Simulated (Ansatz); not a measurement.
## the Zr-Au system: a small convex hull, step by step

With Ansatz's Python interface.

The cells in order, each with its output:

**Cell 1**
```python
from collections import Counter
import csv

import ansatz as az
import numpy as np
```

**Cell 2**
```python
PHASES = {
    "ZrAu P4/mmm": (
        [[3.16566, 0.0, 0.0], [0.0, 3.16566, 0.0], [0.0, 0.0, 3.91754]],
        [
            ("Zr", [0.0, 0.0, 0.0]),
            ("Au", [0.5, 0.5, 0.5]),
        ],
    ),
    "Zr3Au Pm-3n": (
        [[5.486, 0.0, 0.0], [0.0, 5.486, 0.0], [0.0, 0.0, 5.486]],
        [
            ("Zr", [0.25, 0.0, 0.5]),
            ("Zr", [0.5, 0.75, 0.0]),
            ("Zr", [0.75, 0.0, 0.5]),
            ("Zr", [0.5, 0.25, 0.0]),
            ("Zr", [0.0, 0.5, 0.75]),
            ("Zr", [0.0, 0.5, 0.25]),
            ("Au", [0.0, 0.0, 0.0]),
            ("Au", [0.5, 0.5, 0.5]),
        ],
    ),
    "Zr": (
        [[3.232, 0.0, 0.0], [-1.616, 2.79899, 0.0], [0.0, 0.0, 5.147]],
        [
            ("Zr", [1 / 3, 2 / 3, 0.25]),
            ("Zr", [2 / 3, 1 / 3, 0.75]),
        ],
    ),
    "Au": (
        [[0.0, 2.035, 2.035], [2.035, 0.0, 2.035], [2.035, 2.035, 0.0]],
        [
            ("Au", [0.0, 0.0, 0.0]),
        ],
    ),
}
```

**Cell 3**
```python
def build(vectors, sites):
    crystal = az.Crystal(lattice=az.Lattice.of(vectors))
    for symbol, position in sites:
        crystal = crystal.atom(symbol, position)
    return crystal
```

**Cell 4**
```python
def run_phase(name, crystal):
    calc = (
        crystal.calculation()
        .basis(530, density_ratio=6)
        .scf(extra_bands=6)
        .functional(az.Functional.PBESOL)
        .initial_density(normalization="atom")
        .kpoints(spacing=0.39)
        .occupations("gaussian", width=0.05)
    )
    calc = calc.relax(force_tolerance=0.01, max_steps=60, fix_cell=["shape"])
    return calc.run(threads=1, pin="off")
```

**Cell 5**
```python
def counts(outcome):
    return Counter(site.symbol for site in outcome.lattice.sites)
```

**Cell 6**
```python
def formation_energy(outcome, mu):
    n = counts(outcome)
    return (outcome.report["energy_sigma0_ev"] - sum(k * mu[element] for element, k in n.items())) / sum(n.values())
```

**Cell 7**
```python
phases = {name: build(*cell) for name, cell in PHASES.items()}
```

**Cell 8**
```python
done = {name: run_phase(name, crystal) for name, crystal in phases.items()}
```

**Cell 9**
```python
# energy of one atom in its reference phase
references = {"Zr": "Zr", "Au": "Au"}
mu = {element: done[name].report["energy_sigma0_ev"] / len(done[name].lattice.sites) for element, name in references.items()}
points = sorted((counts(o)["Au"] / len(o.lattice.sites), formation_energy(o, mu), name) for name, o in done.items())

# walk in x and drop points that lie above the chord
hull = []
for x, e, _ in points:
    while len(hull) > 1 and (hull[-1][0] - hull[-2][0]) * (e - hull[-2][1]) - (hull[-1][1] - hull[-2][1]) * (x - hull[-2][0]) <= 0:
        hull.pop()
    hull.append((x, e))
rows = [(name, x, e, e - np.interp(x, *zip(*hull))) for x, e, name in points]
with open("hull.csv", "w", newline="") as handle:
    writer = csv.writer(handle)
    writer.writerow(["phase", "x(Au)", "E_form (eV/atom)", "above hull (eV/atom)"])
    writer.writerows([round(v, 4) if isinstance(v, float) else v for v in row] for row in rows)
print(open("hull.csv").read())
print("on the hull of these phases:", ", ".join(row[0] for row in rows if row[3] < 1e-6))
```
Output:
```text
phase,x(Au),E_form (eV/atom),above hull (eV/atom)
Zr,0.0,0.0,0.0
Zr3Au Pm-3n,0.25,-0.3821,0.0
ZrAu P4/mmm,0.5,-0.5097,0.0
Au,1.0,0.0,0.0

on the hull of these phases: Zr, Zr3Au Pm-3n, ZrAu P4/mmm, Au
```

Caveats:
- These settings explore the input space; cutoff and mesh may be short of convergence.
- Atoms and volume are relaxed with the cell's shape held, which in cells of lower than cubic symmetry can hide stresses and shift volumes.
- Spin-orbit coupling, which matters for elements this heavy, is left out.
- The cells come from databases of deposited and of computed structures, and not all need be stable phases.
- Differences under about 40 meV an atom lie within the error of mesh and functional, so such verdicts may flip; only the cells listed enter the hull.
- Run time: 32 s on 1 thread of Arm Neoverse V2 (shared host), peak memory 0.64 GiB.

(Lines on the test bed's own set-up are left out of the output.)
